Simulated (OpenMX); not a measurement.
Runs of OpenMX 3.8.5 on MgB. Symmetry: Pm-3m, No. 221, cubic system. Conventional cell: a = 2.816 Å, b = 2.816 Å, c = 2.816 Å, α = 90.00°, β = 90.00°, γ = 90.00°. Mg (site symmetry m-3m) has 8 B at 2.44 Å as nearest neighbours. B (site symmetry m-3m) has 8 Mg at 2.44 Å as nearest neighbours. The cell was built by a generator and needn't be a form met in nature.

```csv
cell,gap on the mesh (eV),pressure (GPa)
"Pm-3m, 11.16 Å³/atom",none,9.1
"Pm-3m, 12.13 Å³/atom",none,1.1
"Pm-3m, 11.65 Å³/atom",none,(a)
"Pm-3m, 13.1 Å³/atom",none,-4.8
"Pm-3m, 12.62 Å³/atom",none,-2.1
"Pm-3m, 10.68 Å³/atom",none,(b)
```

Alike in all rows: task single point; level PBE; potentials or basis OpenMX 2013 PBE set, Mg7.0-s3p2d1, B7.0-s2p2d1, grid cutoff 500 Ry; no spin polarisation; k mesh 7 × 7 × 7; smearing fermi-dirac 0.05 eV.

Task: Fill in the values left out.

Result: (a) 4.9; (b) 14.2.

Caveats: the basis of atomic orbitals isn't converged, which shifts pressures, moduli and gaps.

A gap of «none» marks a metal or a gap under the smearing width.
